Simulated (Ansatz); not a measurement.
The system is HPbNO4.

```
H Pb N O
1.0
     4.12040   -0.00081   -0.01120
     0.00404    6.42722    0.05360
     0.02791    3.20707    7.74994
H Pb N O
2 2 2 8
Direct
  0.90366 0.21821 0.48851
  0.40337 0.78177 0.51142
  0.39455 0.30863 0.70725
  0.89489 0.69135 0.29266
  0.63409 0.19990 0.20730
  0.13386 0.80012 0.79275
  0.90829 0.32866 0.54369
  0.53792 0.39076 0.19497
  0.53483 0.11279 0.10602
  0.83718 0.08887 0.32672
  0.40817 0.67132 0.45624
  0.03774 0.60924 0.80520
  0.03429 0.88737 0.89397
  0.33716 0.91101 0.67330
```

The cell was built by a generator and needn't be a form met in nature.

Base run:

| Property | Result |
| --- | --- |
| Program | Ansatz 0.2.0 |
| Functional | PBEsol |
| Potentials or basis | Ansatz PAW |
| Cutoff | 420 eV (not typed: the program's choice for these potentials) |
| k mesh | 7 × 5 × 4 |
| Occupations | fermi-dirac, width 0.05 eV |
| Spin | no spin polarisation |

Its results: band gap on the k mesh 3.29 eV, indirect (least direct gap 3.37 eV); pressure -2.8 GPa; largest force 0.443 eV/Å.

Problem. The run is repeated on the same cell with these changes: functional from PBEsol to PBE. What comes out?

Solution. Band gap on the k mesh 3.30 eV, indirect (least direct gap 3.39 eV); pressure 0.0 GPa; largest force 0.007 eV/Å.

PBE binds less tightly than PBEsol, so the same cell stands under more pressure.

Caveats: spin-orbit coupling is left out, which as a rule narrows the gap of such compounds by several tenths of an eV; the PAW data sets come from PBE, with cores solved anew for the run's functional, which leaves a small shift of forces and pressure (some runs).
